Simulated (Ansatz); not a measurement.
# CaFe2As2: properties at the relaxed cell

One table from this session's results is given with a row withheld; the runs are named, their logs left out.

Method: DFT PBEsol, scalar-relativistic, plane waves, PAW, in Ansatz 0.2.0.

2 further runs of the same task are left out: 2 set aside as unsound or not needed. Runs told in other sessions of the task aren't counted.

**The starting structure**

Symmetry: I4/mmm, No. 139, tetragonal system. The conventional cell has a = 3.931 Å, b = 3.931 Å, c = 10.190 Å, α = 90.00°, β = 90.00°, γ = 90.00°. Ca (site symmetry 4/mmm) is surrounded by 8 As at 3.11 Å and 8 Fe at 3.22 Å. Around Fe (site symmetry -4m2) lie 4 As at 2.28 Å. As (site symmetry 4mm) has 4 Fe at 2.28 Å and 1 As at 2.79 Å and 4 Ca at 3.11 Å in its first shell of neighbours.

Structure file:

```xyz
5
Lattice="0.0000 2.7794 5.0949 2.7794 0.0000 5.0949 2.7794 2.7794 0.0000" Properties=species:S:1:pos:R:3 pbc="T T T"
Ca    2.7794    2.7794    5.0949
Fe    1.3897    1.3897    2.5474
Fe    4.1691    4.1691    7.6423
As    2.7794    2.7794    8.7959
As    2.7794    2.7794    1.3939
```

It goes back to an entry of the Materials Project.

This cell was relaxed beforehand with the same method: volume 15.74 Å³/atom, gap on the mesh none (metal).

The first run:

input.yaml reads:

```yaml
crystal:
  lattice:
    - [0.0, 2.7513462863, 5.0434063376]
    - [2.7513290956, 0.0, 5.0434063376]
    - [2.7513290956, 2.7513462863, 0.0]
  atoms:
    - { symbol: Ca, position: [0.5, 0.5, 0.5] }
    - { symbol: Fe, position: [0.25, 0.25, 0.25] }
    - { symbol: Fe, position: [0.75, 0.75, 0.75] }
    - { symbol: As, position: [0.8632099419, 0.8632099419, 0.1367900581] }
    - { symbol: As, position: [0.1367900581, 0.1367900581, 0.8632099419] }
basis:
  ecutwfc: 420
kpoints:
  mp_grid: { grid: [10, 10, 10] }
hamiltonian:
  xc: pbesol
scf:
  occupations: { method: gaussian, width: 0.1 }
output:
  forces: true
  stress: true
  eigenvalues: true
relax:
  adjacent_minimum: "off"
  f_tol: 0.01
  max_steps: 30
  cell: { stress_tol: 0.1, fix: [volume] }
```

On the command line:

```
$ ansatz run input.yaml --threads 2 --pin off --max-ram 5120MiB --backend cpu --events-out ev --progress --plain --runs-dir out
```

Among the steps run: Point at V/V0 = 0.97; Volume × 1.03; The cell scaled to 0.94 of its volume; Point at V/V0 = 1.06; Volume × 0.91; Volume × 1.10; The cell scaled to 0.88 of its volume.

One of the session's tables, all rows but one given; the rest of the session is left out.

It belongs to the step «Equation of state». 

```
volume (Å³/atom)  energy above the lowest point (meV/atom)  pressure (GPa)
          13.854                                      94.6           18.55
          14.327                                      49.2           12.43
          14.799                                         ?               ?
          15.271                                       4.6            3.29
          15.743                                       0.0           -0.04
          16.216                                       4.2           -2.69
          16.688                                      15.4           -4.76
          17.318                                      37.7           -6.43
```

**Question.** Estimate the row for volume (Å³/atom) = 14.799.

Worked estimate for «energy above the lowest point (meV/atom)». A straight line through the neighbours (14.327, 49.2) and (15.271, 4.6) gives 49.2 + (4.6 − 49.2) × (14.799 − 14.327) / (15.271 − 14.327) = 26.9; a parabola fitted to 4 rows on both sides gives 20.1.

The run gave: energy above the lowest point (meV/atom): 20.2; pressure (GPa): 7.40. In «energy above the lowest point (meV/atom)» the line misses by +6.7 and the parabola by -0.1.

Limits of these values: Spin polarisation is off in the runs that give these values; a magnetic solution could lie lower. Warnings in the runs' records: near symmetry operations not taken, structure snapped to symmetry.
